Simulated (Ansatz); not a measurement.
# C₂H₇BGeO: up Jacob's ladder to CCSD(T)

The task here is to estimate one member of a computed series from the others.

Method: functionals in def2-TZVPP, the program's frozen cores in correlated methods; program: Ansatz 0.2.0, Gaussian basis.

Plan: PBE-D4, r2SCAN-D4, PBE0-D4, B3LYP-D4, ωB97X-V, ωB97M-V, B2PLYP; CCSD(T)/def2-TZVPP; MP2/def2-QZVPP; extrapolation to the limit.

## The geometry

The geometry comes from an earlier relaxation with PBE0-D4 in a triple-zeta def2 set; it is a stationary point, not always the lowest conformer.

12 atoms, charge 0, spin multiplicity 1.

Atoms are counted from 1 here; the program's logs count them from 0.

Bond lengths: B1–C2 1.537 Å, B1–H6 1.198 Å, B1–H7 1.193 Å, C2–C3 1.347 Å, C2–O4 1.360 Å, C3–H8 1.081 Å, C3–H9 1.086 Å, O4–Ge5 1.793 Å, Ge5–H10 1.536 Å, Ge5–H11 1.536 Å, Ge5–H12 1.531 Å. Angles: C2–B1–H6 121.9°, C2–B1–H7 118.8°, H6–B1–H7 119.3°, B1–C2–C3 118.1°, B1–C2–O4 124.0°, C3–C2–O4 117.9°, C2–C3–H8 119.5°, C2–C3–H9 121.8°, H8–C3–H9 118.7°, C2–O4–Ge5 123.6°, O4–Ge5–H10 109.6°, O4–Ge5–H11 109.6°, O4–Ge5–H12 102.0°, H10–Ge5–H11 111.3°, H10–Ge5–H12 112.0°, H11–Ge5–H12 112.0°.

The first run:

in.yaml reads:

```yaml
crystal:
  periodic: [false, false, false]
  atoms:
    - {symbol: B, position_ang: [-0.415123, -0.029777, 1.449224]}
    - {symbol: C, position_ang: [-0.310449, -0.716393, 0.078043]}
    - {symbol: C, position_ang: [-0.796186, -1.967093, -0.044636]}
    - {symbol: O, position_ang: [0.241588, -0.138312, -1.022275]}
    - {symbol: Ge, position_ang: [0.933469, 1.516130, -1.033250]}
    - {symbol: H, position_ang: [-0.008991, 1.082650, 1.633234]}
    - {symbol: H, position_ang: [-0.916312, -0.624616, 2.353851]}
    - {symbol: H, position_ang: [-1.240267, -2.452363, 0.812831]}
    - {symbol: H, position_ang: [-0.755413, -2.507297, -0.985545]}
    - {symbol: H, position_ang: [-0.162303, 2.535285, -0.685606]}
    - {symbol: H, position_ang: [2.101682, 1.592558, -0.038397]}
    - {symbol: H, position_ang: [1.405305, 1.653930, -2.483475]}
basis:
  gaussian: {orbitals: def2-TZVPP}
hamiltonian: {xc: pbe, dispersion: d4}
output: {forces: true, orbitals: {seedname: orbitals}}
```

On the command line:

```console
$ ansatz run in.yaml --threads 4 --pin off --events-out ev --progress --plain --max-ram 10444MiB
```

Among the steps run: PBE-D4 (GGA); r2SCAN-D4 (meta-GGA); PBE0-D4 (hybrid); B3LYP-D4 (hybrid); ωB97X-V (range-separated); ωB97M-V (range-separated); B2PLYP (double hybrid); CCSD(T) in def2-TZVPP; MP2 in def2-QZVPP.

One table of the session follows, with a row left open; its other results are not shown here.

```
            method  atomisation energy (kJ/mol)
            PBE-D4                       4388.7
         r2SCAN-D4                       4337.7
           PBE0-D4                       4315.8
          B3LYP-D4                       4318.7
           ωB97X-V                       4325.3
           ωB97M-V                       4315.8
            B2PLYP                       4275.4
     HF/def2-TZVPP                       3177.7
    MP2/def2-TZVPP                       4275.0
   CCSD/def2-TZVPP                       4153.8
CCSD(T)/def2-TZVPP                       4219.3
           MP2/CBS                            ?
       CCSD(T)/CBS                       4309.9
```

Estimate the missing values for MP2/CBS.

As computed: atomisation energy (kJ/mol): 4365.6. In the column «atomisation energy (kJ/mol)» it lies between r2SCAN-D4 (4337.7) and PBE-D4 (4388.7).
